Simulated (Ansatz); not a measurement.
Runs of Ansatz 0.2.0 on Ba2Tl5V3O12. Symmetry: R-3m, No. 166, trigonal system. Conventional cell: a = 8.474 Å, b = 8.474 Å, c = 18.385 Å, α = 90.00°, β = 90.00°, γ = 120.00°. Around Ba (site symmetry -3m) lie 12 O at 3.23 Å. Ba (site symmetry -3m) is surrounded by 12 O at 3.22 Å. V (site symmetry 2/m) is surrounded by 4 O at 1.82 Å. Around Tl (site symmetry 2/m) lie 4 O at 2.36 Å. Around Tl (site symmetry 3m) lie 3 V at 2.80 Å and 6 O at 2.84 Å and 3 Tl at 2.98 Å. Around O (site symmetry 1) lie 1 V at 1.82 Å. The cell was built by a generator and needn't be a form met in nature.

```csv
potentials or basis,cutoff (eV),gap on the mesh (eV),pressure (GPa),moment (μB),largest force (eV/Å)
SPMS NC,1034,none,0.0,1.12,(a)
PseudoDojo standard (PBE files),1143,none,(b),1.11,0.04
Ansatz PAW earlier set,930,none,0.0,1.10,0.02
Ansatz NC,1240,none,0.0,1.10,0.02
```

Alike in all rows: task single point; level PBE; spin collinear, ferromagnetic start; cell as given; k mesh 4 × 4 × 4; smearing fermi-dirac 0.05 eV.

Question: Estimate the missing entries.

Answer: (a) 0.03; (b) -0.2.

Caveats: semilocal functionals often make such compounds metallic where correlation or magnetic order opens a gap, which also shifts bond lengths.

A k mesh can miss the band edges, and the runs leave out spin-orbit coupling on Ba, Tl.

A gap of «none» marks a metal or a gap under the smearing width.

Not every run made on this cell is shown here.
